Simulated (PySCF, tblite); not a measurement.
# C₃H₉BO₂PSi radical: geometry, infrared bands and EPR parameters

Wanted: the infrared bands and EPR parameters of C₃H₉BO₂PSi radical (`B[P][SiH]1OCCCO1`), by calculation.

Programs: tblite 0.8.0 and PySCF 2.14.0, with density-fitted response routines of our own. Each step states its level of theory. These are calculated values for one molecule in the gas phase, unless marked as measured. Atoms are numbered from 0 throughout.

**1. Starting geometry**

17 atoms, charge 0, multiplicity 2; geometry from: force field or distance geometry start.

Bonds of the start (Å): B0–P1 1.87, P1–Si2 2.12, Si2–O3 1.73, O3–C4 1.40, C4–C5 1.50, C5–C6 1.51, C6–O7 1.41, O7–Si2 1.73, B0–H8 1.19, B0–H9 1.18, Si2–H10 1.48, C4–H11 1.12, C4–H12 1.10, C5–H13 1.11, C5–H14 1.12, C6–H15 1.10, C6–H16 1.11.

**2. Geometry optimisation with GFN2-xTB**

Job settings and geometry (Å):

```
{"job": {"kind": "relax", "xc": "GFN2-xTB", "basis": "xTB"}, "charge": 0, "multiplicity": 2}
B      3.867200    -0.044000     0.580800
P      2.382000    -0.982500    -0.063100
Si     0.743100     0.214300    -0.666800
O     -0.495300    -0.763600    -1.380600
C     -1.382100    -1.245300    -0.409900
C     -2.031400    -0.161300     0.396900
C     -1.373300     1.186200     0.228600
O     -0.034200     1.037800     0.644300
H      4.692300    -0.650500     1.184200
H      3.930900     1.134900     0.664000
H      1.073600     1.218400    -1.696100
H     -2.154400    -1.829500    -0.980100
H     -0.879800    -1.955600     0.270800
H     -3.108200    -0.162900     0.124500
H     -2.026900    -0.404700     1.492900
H     -1.894400     2.007800     0.751000
H     -1.316200     1.412600    -0.852500
```

Command:

```
> OMP_NUM_THREADS=1 python probes_run.py task.json out
```

The driver reads the jobs from task.json and runs them one after another.

Standard output:

```text
step      E/eV     max force
  0    -670.57023    2.616
  1    -670.89892    1.425
  2    -671.01329    0.912
  3    -671.08414    1.290
  4    -671.17713    0.943
  5    -671.21500    0.408
  6    -671.23304    0.278
  7    -671.25069    0.520
  8    -671.26995    0.532
  9    -671.28695    0.348
 10    -671.30103    0.352
 11    -671.31336    0.335
 12    -671.32480    0.363
 13    -671.33573    0.275
 14    -671.34475    0.221
 15    -671.35249    0.223
 16    -671.36025    0.293
 17    -671.36700    0.215
 18    -671.37278    0.184
 19    -671.37873    0.175
 20    -671.38535    0.291
 21    -671.39330    0.314
 22    -671.40349    0.294
 23    -671.41527    0.306
 24    -671.42652    0.261
 25    -671.43619    0.302
 26    -671.44367    0.197
 27    -671.44971    0.224
 28    -671.45605    0.277
 29    -671.46326    0.409
 30    -671.47123    0.302
 31    -671.48046    0.168
 32    -671.48420    0.183
 33    -671.49058    0.220
 34    -671.49511    0.201
 35    -671.49953    0.163
 36    -671.50335    0.154
 37    -671.50624    0.209
 38    -671.50923    0.162
 39    -671.51123    0.100
 40    -671.51290    0.098
 41    -671.51445    0.115
 42    -671.51651    0.110
 43    -671.51852    0.117
 44    -671.52073    0.113
 45    -671.52340    0.132
 46    -671.52628    0.176
 47    -671.52904    0.139
 48    -671.53176    0.145
 49    -671.53554    0.152
 50    -671.54003    0.164
 51    -671.54395    0.150
 52    -671.54604    0.114
 53    -671.54721    0.096
 54    -671.54852    0.097
 55    -671.55089    0.120
 56    -671.55346    0.127
 57    -671.55534    0.126
 58    -671.55753    0.136
 59    -671.55986    0.130
 60    -671.56233    0.108
 61    -671.56475    0.112
 62    -671.56736    0.128
 63    -671.57059    0.174
 64    -671.57427    0.193
 65    -671.57922    0.180
 66    -671.58479    0.153
 67    -671.58946    0.147
 68    -671.59528    0.217
 69    -671.60310    0.260
 70    -671.61169    0.376
 71    -671.62275    0.238
 72    -671.63348    0.319
 73    -671.64575    0.295
 74    -671.65490    0.226
 75    -671.67139    0.215
 76    -671.67584    0.306
 77    -671.68284    0.255
 78    -671.68716    0.189
 79    -671.69230    0.143
 80    -671.69988    0.198
 81    -671.70390    0.210
 82    -671.70892    0.172
 83    -671.71179    0.102
 84    -671.71381    0.103
 85    -671.71579    0.091
 86    -671.71774    0.082
 87    -671.71875    0.091
 88    -671.71988    0.077
 89    -671.72077    0.077
 90    -671.72148    0.067
 91    -671.72206    0.061
 92    -671.72262    0.055
 93    -671.72325    0.060
 94    -671.72409    0.081
 95    -671.72531    0.114
 96    -671.72688    0.129
 97    -671.72870    0.139
 98    -671.73038    0.119
 99    -671.73180    0.091
100    -671.73300    0.077
101    -671.73440    0.082
102    -671.73561    0.102
103    -671.73703    0.097
104    -671.73870    0.098
105    -671.74085    0.102
106    -671.74240    0.091
107    -671.74367    0.103
108    -671.74469    0.086
109    -671.74589    0.084
110    -671.74714    0.106
111    -671.74873    0.109
112    -671.75050    0.077
113    -671.75165    0.068
114    -671.75235    0.075
115    -671.75308    0.066
116    -671.75394    0.072
117    -671.75502    0.088
118    -671.75635    0.095
119    -671.75786    0.096
120    -671.75946    0.108
121    -671.76107    0.105
122    -671.76280    0.076
123    -671.76441    0.094
124    -671.76536    0.086
125    -671.76594    0.065
126    -671.76630    0.048
127    -671.76653    0.036
128    -671.76671    0.032
129    -671.76686    0.036
130    -671.76700    0.025
131    -671.76717    0.023
132    -671.76733    0.025
133    -671.76745    0.024
134    -671.76754    0.025
135    -671.76764    0.024
136    -671.76773    0.019
137    -671.76782    0.019
138    -671.76787    0.019
139    -671.76791    0.017
140    -671.76793    0.011
141    -671.76795    0.010
```

Wall time 2.1 s (1 thread of Intel Xeon at 2.70GHz, shared host).

The steps of the relaxation: (not every step is listed)

| step | energy from step 0 (eV) | largest force (eV/Å) |
| --- | --- | --- |
| 0 | 0.0000 | 2.6162 |
| 1 | -0.3287 | 1.4254 |
| 2 | -0.4431 | 0.9124 |
| 3 | -0.5139 | 1.2905 |
| 4 | -0.6069 | 0.9425 |
| 5 | -0.6448 | 0.4084 |
| 6 | -0.6628 | 0.2782 |
| 7 | -0.6805 | 0.5198 |
| 8 | -0.6997 | 0.5324 |
| 20 | -0.8151 | 0.2906 |
| 32 | -0.9140 | 0.1831 |
| 44 | -0.9505 | 0.1125 |
| 56 | -0.9832 | 0.1272 |
| 68 | -1.0250 | 0.2171 |
| 80 | -1.1296 | 0.1983 |
| 92 | -1.1524 | 0.0550 |
| 104 | -1.1685 | 0.0979 |
| 116 | -1.1837 | 0.0716 |
| 128 | -1.1965 | 0.0317 |
| 136 | -1.1975 | 0.0193 |
| 137 | -1.1976 | 0.0194 |
| 138 | -1.1976 | 0.0194 |
| 139 | -1.1977 | 0.0172 |
| 140 | -1.1977 | 0.0107 |
| 141 | -1.1977 | 0.0097 |

Distances of close pairs at the start and the end, largest changes first:

| bond | before (Å) | after (Å) | change (Å) |
| --- | --- | --- | --- |
| Si2–O3 | 1.732 | 1.630 | -0.102 |
| Si2–O7 | 1.732 | 1.634 | -0.098 |
| P1–Si2 | 2.117 | 2.208 | +0.091 |
| B0–P1 | 1.871 | 1.822 | -0.050 |
| C5–H14 | 1.123 | 1.091 | -0.032 |
| C4–H11 | 1.124 | 1.098 | -0.026 |
| C4–C5 | 1.499 | 1.523 | +0.024 |
| C5–H13 | 1.111 | 1.090 | -0.021 |

The end geometry stands in the next job.

**3. Vibrational analysis with GFN2-xTB**

Job settings and geometry (Å):

```
{"job": {"kind": "ir", "xc": "GFN2-xTB", "basis": "xTB"}, "charge": 0, "multiplicity": 2}
B      3.782490     0.264073     0.558192
P      2.426659    -0.887477     0.950626
Si     0.863709    -0.067247    -0.375810
O     -0.118595    -1.327797    -0.696288
C     -1.503265    -1.126391    -0.741523
C     -1.991030    -0.291634     0.434887
C     -1.362532     1.094837     0.403630
O      0.035043     1.039013     0.496101
H      4.430103     0.742794     1.406226
H      4.077886     0.445435    -0.560740
H      1.210106     0.562880    -1.658286
H     -1.766033    -0.626687    -1.682709
H     -1.967819    -2.116964    -0.730520
H     -3.076617    -0.204089     0.402615
H     -1.694112    -0.789186     1.359491
H     -1.711057     1.695037     1.249863
H     -1.641933     1.605435    -0.526742
```

Standard output:

```text
mode    cm-1     km/mol
  1      28.3      1.26
  2      70.4      3.50
  3      98.3      0.22
  4     142.3      0.25
  5     155.6      1.09
  6     208.1     16.17
  7     287.7      2.39
  8     305.7      4.32
  9     358.5     25.87
 10     410.5      8.64
 11     507.5     13.63
 12     558.2      5.83
 13     652.0     21.42
 14     690.6     75.98
 15     721.3    390.28
 16     750.5     53.04
 17     756.8     99.78
 18     783.8     14.40
 19     800.0    217.55
 20     903.9     41.34
 21     907.5      3.02
 22     940.5     18.24
 23    1020.4     36.34
 24    1116.7      2.86
 25    1117.7     33.25
 26    1141.6     42.25
 27    1143.3    339.66
 28    1185.5      1.46
 29    1219.3     22.21
 30    1254.9      2.25
 31    1323.3      3.58
 32    1338.7      7.18
 33    1340.7     21.54
 34    1450.7      4.54
 35    1479.3      0.01
 36    1488.9      0.34
 37    2182.9    236.34
 38    2609.0     95.55
 39    2648.3     85.82
 40    2893.2      4.00
 41    2897.4    111.16
 42    2943.0     44.68
 43    2946.0     42.45
 44    2996.0     28.15
 45    3003.4     43.72
```

It took 1.2 s on 1 thread of Intel Xeon at 2.70GHz, shared host.

The strongest bands and the atoms that carry them (share of the mass-weighted mode):

| cm⁻¹ | km/mol | atoms |
| --- | --- | --- |
| 721 | 390.3 | H10 81 %, Si2 13 % |
| 757 | 99.8 | H8 36 %, B0 30 %, H9 22 % |
| 800 | 217.6 | Si2 42 %, O3 21 %, O7 13 % |
| 1143 | 339.7 | C4 22 %, O3 22 %, C6 19 %, O7 19 % |
| 2183 | 236.3 | H10 97 % |
| 2609 | 95.5 | H9 77 %, H8 18 % |
| 2648 | 85.8 | H8 74 %, H9 15 %, B0 10 % |
| 2897 | 111.2 | H16 59 %, H11 30 % |

**4. g tensor and hyperfine couplings: B3LYP/pcH-1**

Same as in step 3 but for these lines:

```diff
@@ -1,2 +1,2 @@
-{"job": {"kind": "ir", "xc": "GFN2-xTB", "basis": "xTB"}, "charge": 0, "multiplicity": 2}
+{"job": {"kind": "epr", "basis": "pcH-1"}, "charge": 0, "multiplicity": 2}
 B      3.782490     0.264073     0.558192
```

Level: UKS B3LYP, pcH-1 on B C H O P Si, non-relativistic, mean-field spin-orbit, GIAO.

Standard output:

```text
UKS, coarse grid
  cycle   1  E = -925.76007714  |g| = 7.28e-01
  cycle   2  E = -925.40363409  |g| = 1.21e+00
  cycle   3  E = -925.93522221  |g| = 1.11e-01
  cycle   4  E = -925.93964817  |g| = 5.31e-02
  cycle   5  E = -925.94099668  |g| = 1.45e-02
  cycle   6  E = -925.94107479  |g| = 6.43e-03
  cycle   7  E = -925.94109038  |g| = 1.45e-03
  cycle   8  E = -925.94109243  |g| = 7.63e-04
UKS, final grid
  cycle   1  E = -925.94108233  |g| = 1.02e-03
  cycle   2  E = -925.94108158  |g| = 1.60e-03
  cycle   3  E = -925.94108295  |g| = 1.48e-04
  cycle   4  E = -925.94108296  |g| = 3.54e-05
  cycle   5  E = -925.94108296  |g| = 2.45e-05
E = -925.94108296 Eh   <S^2> = 0.7533 (exact 0.7500)
g shifts (ppm)      1          2          3
  rmc          -154       -154       -154
  gc              2         22         32
  oz_so        -339       7211      17170
  total        -490       7079      17049
hyperfine (MHz)  atom isotope    a_iso     a_fc   dipolar eigenvalues
    0   11B     -17.26     -17.17     -7.29     -2.16      9.45
    1   31P     187.67     186.27   -273.94   -272.25    546.19
    2  29Si      -3.43      -3.56     -8.86      3.76      5.09
    3   17O     -11.49     -11.51     -1.75      0.59      1.16
    4   13C       2.71       2.71     -0.59     -0.50      1.09
    5   13C      -0.27      -0.27     -0.23     -0.15      0.37
    6   13C       0.22       0.22     -0.39     -0.32      0.71
    7   17O     -10.09     -10.09     -1.61      0.79      0.82
    8    1H      60.02      60.04     -5.39     -2.20      7.59
    9    1H      83.72      83.74     -5.72     -1.22      6.94
   10    1H      15.56      15.57     -2.08     -1.61      3.69
   11    1H      -0.30      -0.31     -0.73     -0.57      1.30
   12    1H      -0.09      -0.09     -0.71     -0.58      1.29
   13    1H      -0.05      -0.05     -0.45     -0.40      0.85
   14    1H       0.10       0.10     -1.05     -0.89      1.95
   15    1H      -0.13      -0.14     -0.75     -0.61      1.36
   16    1H       1.23       1.22     -0.68     -0.47      1.15
```

Wall time 2.8 min (1 thread of Intel Xeon at 2.70GHz, shared host); peak memory 1.1 GiB.

Principal g values 2.00183, 2.00940, 2.01937; g(iso) = 2.01020, against 2.00232 for a free electron.

Hyperfine couplings; where a row names several nuclei, a(iso) is their mean (it holds for fast rotation or exchange) and the dipolar term the largest among them:

| nuclei | isotope | a(iso) (MHz) | a(iso) (G, at g = 2.0023) | largest dipolar term (MHz) |
| --- | --- | --- | --- | --- |
| P1 | 31P | 187.7 | 67.0 | 546.2 |
| H8, H9 | 1H | 71.9 | 25.6 | 7.6 |
| B0 | 11B | -17.3 | -6.2 | 9.5 |
| H10 | 1H | 15.6 | 5.6 | 3.7 |
| O3, O7 | 17O | -10.8 | -3.9 | -1.7 |
| Si2 | 29Si | -3.4 | -1.2 | -8.9 |
| C4, C6 | 13C | 1.5 | 0.5 | 1.1 |
| H11, H16 | 1H | 0.5 | 0.2 | 1.3 |
| C5 | 13C | -0.3 | -0.1 | 0.4 |
| H12, H15 | 1H | -0.1 | 0.0 | 1.4 |
| H14 | 1H | 0.1 | 0.0 | 1.9 |
| H13 | 1H | 0.0 | 0.0 | 0.9 |

Mulliken spin populations:

B0 0.02; P1 0.87; Si2 0.03; O3 0.00; C4 0.00; C5 0.00; C6 0.00; O7 0.00; H8 0.03; H9 0.04; H10 0.01; H11 0.00; H12 0.00; H13 0.00; H14 0.00; H15 0.00; H16 0.00

In first order the couplings over 0.8 MHz of 31P, 1H, 11B give 48 distinct lines over 142.3 G, if the averaged nuclei exchange fast.

Orbitals, density, ELF and potential are computed afterwards from the orbital file.

ELF in a plane through or near 6 of the atoms.

Ten even steps from ' ' (0.00) to '@' (1.00):
```
                                                        
                                                        
                                ..                      
                              **@@@@==                  
                              %%@@@@##                  
        ==++::          ==--  ##@@@@++                  
      **@@@@**..      ..####--++@@%%..                  
    ..@@@@@@@@--::..  ..##%%##==****::##@@##            
    ::@@@@@@@@--++==....**%%##--%%%%##@@@@@@..          
      ++%%%%==..%%**##++::++::  ++::++@@@@@@..          
      ..--==----%%**@@++......  ####**%%@@##            
        ..--==****++@@**  **##++++**++                  
        ..::----==++##++::%%--##::::**::                
              ..::--::  ::%%####==@@@@%%--              
              ....::    ..##%%++..%%@@@@==              
                          --==..  ==%%**..              
                                    ::                  
                                                        
                                                        
                                                        
```
The map spans 14.3 Å across and 9.8 Å up, centred on the molecule. Atoms in the plane (x, y in Å): B0 (-3.8, 0.0), O3 (0.3, -1.5), C4 (1.7, -1.2), C5 (2.0, 0.3), H13 (3.0, 0.4), H15 (1.4, 2.3).

log10 of the density (e/Å³) in the same plane.

Values, 10 rows by 14 columns:
```
-4.0 -4.0 -4.0 -4.0 -4.0 -4.0 -4.0 -4.0 -4.0 -4.0 -4.0 -4.0 -4.0 -4.0
-4.0 -4.0 -4.0 -4.0 -4.0 -4.0 -4.0 -3.3 -2.6 -3.2 -4.0 -4.0 -4.0 -4.0
-4.0 -4.0 -3.1 -3.0 -3.4 -3.5 -2.4 -1.9 -0.8 -1.7 -3.3 -4.0 -4.0 -4.0
-4.0 -2.9 -1.6 -1.5 -2.1 -2.0 -0.7 -0.5  0.0 -1.1 -2.1 -3.4 -4.0 -4.0
-3.9 -2.4 -0.5 -0.2 -0.8 -1.1 -0.2  0.1  0.1 -0.1 -0.6 -2.6 -4.0 -4.0
-4.0 -2.6 -1.0  0.5 -0.2 -0.2  0.0 -0.6 -0.1  0.0 -0.9 -2.7 -4.0 -4.0
-4.0 -3.2 -1.9 -1.1 -0.8 -0.6 -0.5  0.9  0.3 -0.1 -1.8 -3.5 -4.0 -4.0
-4.0 -4.0 -2.9 -2.3 -1.9 -1.9 -1.2 -0.1 -0.8 -0.4 -1.9 -3.9 -4.0 -4.0
-4.0 -4.0 -4.0 -3.7 -3.3 -3.2 -2.8 -2.1 -2.4 -2.2 -3.0 -4.0 -4.0 -4.0
-4.0 -4.0 -4.0 -4.0 -4.0 -4.0 -4.0 -4.0 -4.0 -4.0 -4.0 -4.0 -4.0 -4.0
```
The map spans 14.3 Å across and 9.8 Å up, centred on the molecule. Atoms in the plane (x, y in Å): B0 (-3.8, 0.0), O3 (0.3, -1.5), C4 (1.7, -1.2), C5 (2.0, 0.3), H13 (3.0, 0.4), H15 (1.4, 2.3).

On the surface of density 0.002 e/bohr³ the electrostatic potential runs, from the 1st to the 99th percentile, from -1.19 V near O3 to 1.07 V near H10.

The spin density lies nearest to P1 74 %; B0 7 %.

**5. Results**

```
                                 quantity                 value
strongest single infrared mode (GFN2-xTB)  721 cm⁻¹, 390 km/mol
             zero-point energy (GFN2-xTB)         76.9 kcal/mol
                           g(iso) (B3LYP)               2.01020
                                     ⟨S²⟩    0.753 (exact 0.75)
       largest a(iso) (averaged by class)  31P on P1, 187.7 MHz
    surface potential, 1st and 99th percentile    -1.19 V and 1.07 V
```

What this shows: The optimisation took 141 steps and gained 1.198 eV; among the close pairs (by a distance rule), Si2–O3 changed most, from 1.732 to 1.630 Å. All 45 modes are real, so the xTB geometry is a minimum. The strongest single mode, at 721 cm⁻¹, moves mainly H10. GFN2-xTB is a fitted tight-binding method: band positions and strengths are rough. Its intensities can rank the bands wrongly. Most of the unpaired spin sits on P1 (0.87 e). The isotropic g lies 7.9 ppt above the free-electron value.
